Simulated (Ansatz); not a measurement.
**SiGeHCl (quintet): wave-function methods side by side, cc-pVDZ**

An exercise on one series of results from a longer session: the logs are not shown, and one member is left open.

Computed with Ansatz 0.2.0, Gaussian basis. Level: cc-pVDZ, core rule «outside noble gas», up to 24 orbitals frozen.

To be run: UHF; CCSD(T) on ROHF; CCSD(T) on UHF; BCCD(T) on ROHF; CISD; CASSCF and NEVPT2, 16 electrons in 13 orbitals.

11 further runs of the same task are left out: 5 that didn't finish, 6 set aside as unsound or not needed.

## The geometry

The geometry is a PBE0/def2-TZVP stationary point (not a proven minimum) of the parent state, kept for this charge and spin. No spin-orbit coupling is included. The filled d shell of Ge may be among the frozen orbitals whatever the setting's name suggests; the logs give the count.

4 atoms, charge 0, spin multiplicity 5.

Atoms are counted from 1 here; the program's logs count them from 0.

Bond lengths: Cl1–Si2 2.069 Å, Si2–Ge3 2.371 Å, Ge3–H4 1.588 Å. Angles: Cl1–Si2–Ge3 112.3°, Si2–Ge3–H4 91.8°.

Set-up of the first run:

Input file in.yaml:

```yaml
crystal:
  periodic: [false, false, false]
  atoms:
    - {symbol: Cl, position_ang: [0.000000, -0.382311, 2.311758]}
    - {symbol: Si, position_ang: [0.000000, 0.931704, 0.714235]}
    - {symbol: Ge, position_ang: [0.000000, -0.190088, -1.374347]}
    - {symbol: H, position_ang: [0.000000, 1.185259, -2.168645]}
basis:
  gaussian: {orbitals: cc-pVDZ}
magnetization: {spin_polarized: true, initial_magnetization: 4}
hamiltonian: {xc: hf}
output: {orbitals: {seedname: orbitals}}
```

Launch:

```
$ ansatz run in.yaml --threads 1 --pin off --events-out ev --progress --plain --max-ram 4096MiB --backend cpu
```

Steps of the session up to this table: UHF; CCSD(T) on ROHF; CCSD(T) on UHF; BCCD(T) on ROHF; CISD; CASSCF and NEVPT2, 16 electrons in 13 orbitals.

One table of the session follows, with a row left open; its other results are not shown here.

| method | from RCCSD(T) (kJ/mol) |
| --- | --- |
| ROHF | +779.9 |
| UHF | +768.3 |
| RMP2 | +122.0 |
| UMP2 | +119.7 |
| CISD | +98.7 |
| RCCSD | +21.4 |
| UCCSD | +20.0 |
| RCCSD(T) | 0 |
| UCCSD(T) | -1.3 |
| BCCD(T) | ? |
| CASSCF valence | +655.2 |
| NEVPT2 valence | +147.6 |

Q: Estimate the row for BCCD(T) from the others.

As computed: from RCCSD(T) (kJ/mol): -0.1. In the column «from RCCSD(T) (kJ/mol)» it lies between UCCSD(T) (-1.3) and RCCSD(T) (0).

Caveats from the session: Restricted and unrestricted rows rest on different reference determinants; where their highest levels disagree by more than a few hundredths of an eV, they describe different states and don't form one ladder.
